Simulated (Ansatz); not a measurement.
Runs of Ansatz 0.2.0 on Te4Pt3. It takes space group R-3m (No. 166, trigonal). Conventional cell: a = 3.988 Å, b = 3.988 Å, c = 35.390 Å, α = 90.00°, β = 90.00°, γ = 120.00°. Pt (site symmetry 3m) has 3 Te at 2.64 Å and 3 Pt at 2.73 Å as nearest neighbours. Around Pt (site symmetry -3m) lie 6 Te at 2.67 Å. Around Te (site symmetry 3m) lie 3 Pt at 2.67 Å. Around Te (site symmetry 3m) lie 3 Pt at 2.64 Å. 

```tsv
potentials or basis	cutoff (eV)	gap on the mesh (eV)	pressure (GPa)	largest force (eV/Å)
JTH PAW	750	none	0.2	0.41
PseudoDojo standard (PBEsol files)	1143	none	-1.4	(b)
Ansatz PAW earlier set	640	none	-1.2	(c)
PseudoDojo stringent (PBEsol files)	1388	none	(a)	0.65
```

Alike in all rows: task single point; level PBEsol; no spin polarisation; cell as given; k mesh 8 × 8 × 8; smearing fermi-dirac 0.05 eV.

Problem. Fill in the values left out.

Solution. (a) -1.3; (b) 0.64; (c) 0.63.

Caveats: the PAW data sets come from PBE, with cores solved anew for the run's functional, which leaves a small shift of forces and pressure (some runs).

A k mesh can miss the band edges, and the runs leave out spin-orbit coupling on Pt, Te.

A gap of «none» marks a metal or a gap under the smearing width.

Not every run made on this cell is shown here.
